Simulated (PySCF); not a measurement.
**A gas-phase reaction: BF2H4NSi + ClH → ClH3Si + BF2H2N**

Aim: the reaction energy of `FB(F)N[SiH3]` + `Cl` → `[SiH3]Cl` + `NB(F)F`.

Computed with PySCF 2.14.0; each step states its level. No surroundings beyond the atoms listed, unless a continuum is named. Atoms count from 0, parts from 1.

### Step 1. Starting point

Each species was relaxed by itself at PBE0-D3(BJ)/def2-SVPD.

### Step 2. Energies of the species: wB97M-D3(BJ)/def2-TZVPD

The job: settings as JSON, then the geometry in Å.

```
{"job": {"kind": "react", "xc": "wB97M-D3(BJ)", "basis": "def2-TZVPD"}, "charge": 0, "multiplicity": 1}
-1 BF2H4NSi charge 0 multiplicity 1
F     -1.933500    -0.387380    -0.755410
B     -0.697600    -0.530670    -1.241800
F     -0.580480    -1.031990    -2.470850
N      0.411300    -0.162940    -0.470940
Si     0.351800     0.497040     1.166790
H      1.320320    -0.291700    -0.896980
H      1.767000     0.660650     1.601980
H     -0.341910     1.815520     1.179340
H     -0.362830    -0.440660     2.076700

-1 ClH charge 0 multiplicity 1
Cl     0.644720    -0.001400     0.003200
H     -0.643480     0.003150    -0.002560

+1 ClH3Si charge 0 multiplicity 1
Si     0.023070     0.086180     0.018450
Cl     2.100430    -0.004150    -0.104220
H     -0.537850    -0.668220    -1.133420
H     -0.378640     1.516600    -0.037720
H     -0.388040    -0.530210     1.307500

+1 BF2H2N charge 0 multiplicity 1
N      0.692680    -0.278190    -0.112830
B     -0.586750     0.228160     0.094890
F     -0.895270     0.895540     1.208870
F     -1.553510     0.065350    -0.809870
H      1.434790    -0.155110     0.557890
H      0.947720    -0.777600    -0.950100
```

Method: wB97M-D3(BJ)/def2-TZVPD reaction energy of separated species, gas phase.

Started as:

```
OMP_NUM_THREADS=1 python cluster_run.py task.json out
```

The driver reads the jobs from task.json and runs them one after another.

The program printed:

```text
species 1 (BF2H4NSi)
coarse grid: 37200 points
cycle   1  E = -571.5127335511  dE =  4.309e-01  |g| = 7.000e-01  |ddm| = 2.290e+00
cycle   2  E = -571.5352135138  dE = -2.248e-02  |g| = 7.165e-01  |ddm| = 7.795e-01
cycle   3  E = -571.6031970902  dE = -6.798e-02  |g| = 4.569e-02  |ddm| = 3.013e-01
cycle   4  E = -571.6036362530  dE = -4.392e-04  |g| = 2.424e-02  |ddm| = 5.967e-02
cycle   5  E = -571.6037459879  dE = -1.097e-04  |g| = 9.114e-03  |ddm| = 2.178e-02
cycle   6  E = -571.6037631654  dE = -1.718e-05  |g| = 1.101e-03  |ddm| = 7.625e-03
cycle   7  E = -571.6037636874  dE = -5.220e-07  |g| = 3.056e-04  |ddm| = 2.098e-03
final grid: 78824 points
cycle   8  E = -571.6037519691  dE = -8.080e-08  |g| = 2.303e-04  |ddm| = 4.411e-03
cycle   9  E = -571.6037519735  dE = -4.312e-09  |g| = 2.422e-04  |ddm| = 5.263e-04
cycle  10  E = -571.6037519830  dE = -9.559e-09  |g| = 2.227e-05  |ddm| = 1.167e-04
cycle  11  E = -571.6037519834  dE = -3.637e-10  |g| = 1.052e-05  |ddm| = 6.232e-05
converged SCF energy = -571.6037519834

species 2 (ClH)
coarse grid: 8792 points
cycle   1  E = -460.8503330635  dE = -8.165e-02  |g| = 2.169e-01  |ddm| = 7.239e-01
cycle   2  E = -460.8625126513  dE = -1.218e-02  |g| = 1.397e-01  |ddm| = 2.651e-01
cycle   3  E = -460.8670520972  dE = -4.539e-03  |g| = 1.358e-02  |ddm| = 9.818e-02
cycle   4  E = -460.8670931802  dE = -4.108e-05  |g| = 3.364e-03  |ddm| = 9.545e-03
cycle   5  E = -460.8670994287  dE = -6.248e-06  |g| = 8.516e-04  |ddm| = 3.915e-03
final grid: 17120 points
cycle   6  E = -460.8670681890  dE = -3.716e-07  |g| = 3.676e-04  |ddm| = 8.894e-04
cycle   7  E = -460.8670682352  dE = -4.628e-08  |g| = 1.618e-04  |ddm| = 3.981e-04
cycle   8  E = -460.8670682418  dE = -6.572e-09  |g| = 4.221e-05  |ddm| = 1.295e-04
cycle   9  E = -460.8670682431  dE = -1.316e-09  |g| = 3.977e-06  |ddm| = 6.532e-05
cycle  10  E = -460.8670682431  dE = -3.865e-12  |g| = 8.167e-07  |ddm| = 3.314e-06
converged SCF energy = -460.8670682431

species 3 (ClH3Si)
coarse grid: 20144 points
cycle   1  E = -751.6190332785  dE = -1.337e-01  |g| = 2.750e-01  |ddm| = 1.536e+00
cycle   2  E = -751.6337595117  dE = -1.473e-02  |g| = 2.068e-01  |ddm| = 4.375e-01
cycle   3  E = -751.6434604484  dE = -9.701e-03  |g| = 1.659e-02  |ddm| = 1.789e-01
cycle   4  E = -751.6435390276  dE = -7.858e-05  |g| = 4.469e-03  |ddm| = 2.229e-02
cycle   5  E = -751.6435487215  dE = -9.694e-06  |g| = 1.072e-03  |ddm| = 9.615e-03
final grid: 39792 points
cycle   6  E = -751.6435008896  dE = -3.386e-07  |g| = 6.073e-04  |ddm| = 2.142e-03
cycle   7  E = -751.6435009477  dE = -5.807e-08  |g| = 3.993e-04  |ddm| = 8.985e-04
cycle   8  E = -751.6435009748  dE = -2.716e-08  |g| = 4.104e-05  |ddm| = 3.608e-04
cycle   9  E = -751.6435009761  dE = -1.264e-09  |g| = 1.654e-05  |ddm| = 7.742e-05
cycle  10  E = -751.6435009762  dE = -1.342e-10  |g| = 2.450e-06  |ddm| = 3.061e-05
converged SCF energy = -751.6435009762

species 4 (BF2H2N)
coarse grid: 25848 points
cycle   1  E = -280.7641108008  dE =  4.560e-01  |g| = 6.772e-01  |ddm| = 1.695e+00
cycle   2  E = -280.7817854134  dE = -1.767e-02  |g| = 7.058e-01  |ddm| = 6.610e-01
cycle   3  E = -280.8466259233  dE = -6.484e-02  |g| = 4.318e-02  |ddm| = 2.798e-01
cycle   4  E = -280.8469740875  dE = -3.482e-04  |g| = 2.399e-02  |ddm| = 4.065e-02
cycle   5  E = -280.8470904036  dE = -1.163e-04  |g| = 7.543e-03  |ddm| = 1.624e-02
cycle   6  E = -280.8471021525  dE = -1.175e-05  |g| = 8.490e-04  |ddm| = 5.485e-03
cycle   7  E = -280.8471025060  dE = -3.534e-07  |g| = 2.327e-04  |ddm| = 1.520e-03
final grid: 56152 points
cycle   8  E = -280.8471126716  dE = -6.953e-08  |g| = 2.070e-04  |ddm| = 3.374e-03
cycle   9  E = -280.8471126753  dE = -3.713e-09  |g| = 1.951e-04  |ddm| = 4.448e-04
cycle  10  E = -280.8471126812  dE = -5.920e-09  |g| = 2.352e-05  |ddm| = 9.339e-05
cycle  11  E = -280.8471126814  dE = -1.891e-10  |g| = 9.945e-06  |ddm| = 4.100e-05
converged SCF energy = -280.8471126814

Reaction energy = -11.849 kcal/mol
```

It took 45 s on 1 thread of Arm Neoverse N1, shared host; peak memory 0.77 GiB.

Species by species (with the dispersion term, which the log's SCF energies lack):

```
 ν       species  energy (Eh)  HOMO (eV)
-1  FB(F)N[SiH3]   -571.61200     -10.91
-1            Cl   -460.86761     -11.93
+1      [SiH3]Cl   -751.64737     -11.36
+1        NB(F)F   -280.85113     -11.21
```

### Step 3. Reaction energy: PBE0-D3(BJ)/def2-TZVPD

Settings changed since step 2:

```diff
@@ -1,2 +1,2 @@
-{"job": {"kind": "react", "xc": "wB97M-D3(BJ)", "basis": "def2-TZVPD"}, "charge": 0, "multiplicity": 1}
+{"job": {"kind": "react", "xc": "PBE0", "basis": "def2-TZVPD", "disp": "d3bj"}, "charge": 0, "multiplicity": 1}
 -1 BF2H4NSi charge 0 multiplicity 1
```

With the program's defaults for keys left out, this is: PBE0-D3(BJ)/def2-TZVPD reaction energy of separated species, gas phase.

The program printed:

```text
species 1 (BF2H4NSi)
coarse grid: 8424 points
cycle   1  E = -571.0175591285  dE =  3.703e-01  |g| = 6.958e-01  |ddm| = 2.425e+00
cycle   2  E = -570.9596900049  dE =  5.787e-02  |g| = 9.546e-01  |ddm| = 7.830e-01
cycle   3  E = -571.0953584455  dE = -1.357e-01  |g| = 3.530e-02  |ddm| = 4.229e-01
cycle   4  E = -571.0954763007  dE = -1.179e-04  |g| = 2.202e-02  |ddm| = 3.904e-02
cycle   5  E = -571.0955519150  dE = -7.561e-05  |g| = 7.432e-03  |ddm| = 1.440e-02
cycle   6  E = -571.0955632371  dE = -1.132e-05  |g| = 8.204e-04  |ddm| = 5.264e-03
cycle   7  E = -571.0955633891  dE = -1.520e-07  |g| = 2.410e-04  |ddm| = 1.210e-03
final grid: 78824 points
cycle   8  E = -571.0945840726  dE = -9.983e-05  |g| = 6.204e-03  |ddm| = 1.139e-01
cycle   9  E = -571.0945791815  dE =  4.891e-06  |g| = 7.905e-03  |ddm| = 7.761e-03
cycle  10  E = -571.0945902099  dE = -1.103e-05  |g| = 5.659e-04  |ddm| = 4.003e-03
cycle  11  E = -571.0945902568  dE = -4.687e-08  |g| = 3.504e-04  |ddm| = 4.948e-04
cycle  12  E = -571.0945902763  dE = -1.956e-08  |g| = 6.235e-05  |ddm| = 1.792e-04
cycle  13  E = -571.0945902770  dE = -6.381e-10  |g| = 9.393e-06  |ddm| = 4.821e-05
converged SCF energy = -571.0945902770

species 2 (ClH)
coarse grid: 2248 points
cycle   1  E = -460.6537840117  dE = -4.644e-02  |g| = 1.882e-01  |ddm| = 7.411e-01
cycle   2  E = -460.6558527385  dE = -2.069e-03  |g| = 1.902e-01  |ddm| = 3.151e-01
cycle   3  E = -460.6653816239  dE = -9.529e-03  |g| = 1.506e-02  |ddm| = 1.513e-01
cycle   4  E = -460.6654036811  dE = -2.206e-05  |g| = 2.693e-03  |ddm| = 7.323e-03
cycle   5  E = -460.6654052290  dE = -1.548e-06  |g| = 1.111e-03  |ddm| = 2.553e-03
final grid: 17120 points
cycle   6  E = -460.6658903025  dE = -4.429e-06  |g| = 2.164e-03  |ddm| = 7.339e-03
cycle   7  E = -460.6658903321  dE = -2.955e-08  |g| = 1.795e-03  |ddm| = 2.512e-03
cycle   8  E = -460.6658909496  dE = -6.176e-07  |g| = 1.533e-04  |ddm| = 1.363e-03
cycle   9  E = -460.6658909565  dE = -6.905e-09  |g| = 2.148e-05  |ddm| = 1.086e-04
cycle  10  E = -460.6658909566  dE = -9.925e-11  |g| = 4.933e-06  |ddm| = 1.682e-05
converged SCF energy = -460.6658909566

species 3 (ClH3Si)
coarse grid: 5112 points
cycle   1  E = -751.2656220312  dE = -1.060e-01  |g| = 2.254e-01  |ddm| = 1.494e+00
cycle   2  E = -751.2633061399  dE =  2.316e-03  |g| = 2.472e-01  |ddm| = 4.299e-01
cycle   3  E = -751.2787879347  dE = -1.548e-02  |g| = 2.271e-02  |ddm| = 2.171e-01
cycle   4  E = -751.2788647183  dE = -7.678e-05  |g| = 5.734e-03  |ddm| = 1.335e-02
cycle   5  E = -751.2788716414  dE = -6.923e-06  |g| = 1.808e-03  |ddm| = 5.399e-03
final grid: 39792 points
cycle   6  E = -751.2792403229  dE = -7.341e-06  |g| = 2.983e-03  |ddm| = 1.453e-02
cycle   7  E = -751.2792397948  dE =  5.281e-07  |g| = 3.020e-03  |ddm| = 4.090e-03
cycle   8  E = -751.2792419319  dE = -2.137e-06  |g| = 2.229e-04  |ddm| = 2.391e-03
cycle   9  E = -751.2792419479  dE = -1.606e-08  |g| = 2.656e-05  |ddm| = 2.078e-04
cycle  10  E = -751.2792419481  dE = -1.609e-10  |g| = 1.270e-05  |ddm| = 3.490e-05
converged SCF energy = -751.2792419481

species 4 (BF2H2N)
coarse grid: 5560 points
cycle   1  E = -280.4284507650  dE =  4.065e-01  |g| = 6.810e-01  |ddm| = 1.764e+00
cycle   2  E = -280.3760804598  dE =  5.237e-02  |g| = 9.364e-01  |ddm| = 7.251e-01
cycle   3  E = -280.5031389392  dE = -1.271e-01  |g| = 4.563e-02  |ddm| = 3.856e-01
cycle   4  E = -280.5033642551  dE = -2.253e-04  |g| = 2.882e-02  |ddm| = 3.505e-02
cycle   5  E = -280.5035156423  dE = -1.514e-04  |g| = 5.055e-03  |ddm| = 1.458e-02
cycle   6  E = -280.5035209492  dE = -5.307e-06  |g| = 8.697e-04  |ddm| = 3.602e-03
final grid: 56152 points
cycle   7  E = -280.5023988699  dE = -9.896e-05  |g| = 6.605e-03  |ddm| = 8.016e-02
cycle   8  E = -280.5023942544  dE =  4.616e-06  |g| = 8.249e-03  |ddm| = 6.467e-03
cycle   9  E = -280.5024059048  dE = -1.165e-05  |g| = 3.155e-04  |ddm| = 3.532e-03
cycle  10  E = -280.5024059158  dE = -1.097e-08  |g| = 2.425e-04  |ddm| = 2.583e-04
cycle  11  E = -280.5024059249  dE = -9.100e-09  |g| = 3.952e-05  |ddm| = 1.083e-04
cycle  12  E = -280.5024059251  dE = -2.474e-10  |g| = 7.888e-06  |ddm| = 2.532e-05
converged SCF energy = -280.5024059251

Reaction energy = -12.810 kcal/mol
```

Wall time 22 s (1 thread of Arm Neoverse N1, shared host); peak memory 0.64 GiB.

Reaction energy at this level: -12.81 kcal/mol.

### Step 4. Comparing the runs

Energies in kcal/mol, with wall time:

```
                    run  reaction  time
wB97M-D3(BJ)/def2-TZVPD    -11.85  45 s
 PBE0-D3(BJ)/def2-TZVPD    -12.81  22 s
```

### Step 5. Summary of results

| quantity | value |
| --- | --- |
| reaction energy (wB97M-D3(BJ)/def2-TZVPD) | -11.85 kcal/mol |
| ΔH, ΔG at 298 K (xTB thermal terms) | -9.6, -9.7 kcal/mol |
| range of the reaction energy over the runs of this table | -12.81 to -11.85 kcal/mol |

In words: The reaction is exothermic by 9.6 kcal/mol in the gas phase; dispersion gives +0.57, and xTB itself gave -9.99 for the electronic energy (xTB energies and thermal terms come from the earlier relaxation of each species, not shown). No barrier was sought. The reaction energy runs from -12.81 (PBE0-D3(BJ)/def2-TZVPD) to -11.85 kcal/mol (wB97M-D3(BJ)/def2-TZVPD).
